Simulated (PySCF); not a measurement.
**InC: bond curves at several levels of theory**

One job finds the state of InC, follows it along the bond with each method and fits the curves.

Method: In def2-SVPD with ECP28, C def2-SVPD, scalar-relativistic core potentials; program: PySCF 2.14.0.

### Step 1. Input

Settings of the job:

```yaml
atoms: In, C
charge: 0
basis: In def2-SVPD with ECP28, C def2-SVPD
Hamiltonian: scalar-relativistic core potentials
basis_functions: 52
electrons_treated: 27
masses_in_u: 114.9039, 12.0000
levels: PBE0, PBE, r²SCAN, BP86, TPSSh, B2PLYP, ωB97X, HF, MP2, SCS-MP2, CCSD, CCSD(T)
grid: 80 radial by 434 angular points
occupations: held fixed by the projection of orbital angular momentum
dissociation_limit: In + C, each in its ground configuration
starting_distance_in_angstrom: 2.100
values_of_2S_to_try: 1, 3
```

The run is started by

```sh
> OMP_NUM_THREADS=1 python dia.py task.json out
```

The runs that follow: The PBE0 curve of the state that the search chose; Other states along the same grid; PBE (GGA); r²SCAN (meta-GGA); BP86 (GGA); TPSSh; B2PLYP (double hybrid); ωB97X; UHF (mean field); MP2 and coupled cluster.

What does the calculation give? Wanted: for each run, Re; ωe; De; μ.

As calculated:

Lowest PBE0 solution found, without spin–orbit coupling: ⁴Σ⁻ (quartet), unpaired electrons σ ↑, π ↑↑. State 2 has its PBE0 minimum 0.58 eV higher, as a spin-mixed determinant (⟨S²⟩ = 1.77), so this is no gap between pure states. State 3 has its PBE0 minimum 0.64 eV higher, as a spin-mixed determinant (⟨S²⟩ = 1.76), so this is no gap between pure states. State 4 has its PBE0 minimum 1.65 eV higher. The other levels ran on the lowest alone.

```tsv
level	Re (Å)	ωe (cm⁻¹)	De (eV)	μ (D)
UHF	2.255	473	2.01	-2.62
UHF-MP2	2.245	474	2.70	n/a
UHF-SCS-MP2	2.249	471	2.43	n/a
UHF-CCSD	2.245	467	2.56	n/a
UHF-CCSD(T)	2.246	465	2.65	n/a
PBE	2.235	447	3.20	-2.72
BP86	2.237	445	3.12	-2.71
r²SCAN	2.221	469	3.09	-2.60
TPSSh	2.233	460	3.00	-2.73
PBE0	2.223	468	2.97	-2.80
ωB97X	2.223	477	2.90	-2.84
B2PLYP	2.237	462	2.71	-2.92
```

De is counted to In + C in their ground configurations. A positive dipole means In(−)C(+).

Differences from CCSD(T) in the same basis:

```tsv
level	Re (mÅ)	ωe (%)
UHF	+9	+1.8
UHF-MP2	-1	+2.0
UHF-SCS-MP2	+3	+1.4
UHF-CCSD	0	+0.5
PBE	-10	-3.8
BP86	-9	-4.2
r²SCAN	-25	+1.0
TPSSh	-12	-1.0
PBE0	-23	+0.7
ωB97X	-22	+2.6
B2PLYP	-8	-0.5
```

Against CCSD(T) in the same basis, the bond length is nearest at UHF-CCSD (0 mÅ) and farthest at r²SCAN (-25 mÅ); the wavenumber is nearest at UHF-CCSD and B2PLYP (0.5 % off) and farthest at BP86 (-4.2 %). CCSD(T) in a basis this small is itself some way from its limit, more so than the functionals. Among the levels with a De in the table, it runs from 2.01 eV (UHF) to 3.20 eV (PBE).

Correlated steps freeze 5 core orbitals. These are scalar-relativistic numbers at best; spin–orbit coupling would shift them, the dissociation energy most. B2PLYP dipoles, levels and charges come from its SCF part alone.
